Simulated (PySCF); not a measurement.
# Se6: the cost of one run

Computed with PySCF 2.14.0 and routines of our own; the level stands in each step. Atoms count from 0.

## 1. The starting structure

6 atoms, charge 0, multiplicity 1; geometry from: GFN2-xTB.

## 2. Optimising the geometry at PBE0-D3(BJ)/def2-SVP

The job: settings as JSON, then the geometry in Å.

```
{"job": {"xc": "PBE0", "basis": "def2-SVP", "d3": "d3bj", "grid": 1, "maxiter": 30, "shake": 0.01, "kind": "geom"}, "charge": 0, "multiplicity": 1}
Se     1.110670    -1.866750    -0.260240
Se     2.136080     0.117660     0.478090
Se     0.926240     1.793290    -0.665040
Se    -1.055880     1.845460     0.509430
Se    -2.144350    -0.128360    -0.237500
Se    -0.948600    -1.791300     0.903610
```

Run with:

```bash
> OMP_NUM_THREADS=1 python heavy_run.py task.json out
```

This one command runs all jobs of the session in turn.

Q: Estimate the wall time and peak memory of this first job on 1 thread of Arm Neoverse V2, shared host.

About 5.5 min, with a peak of 1.5 GiB.
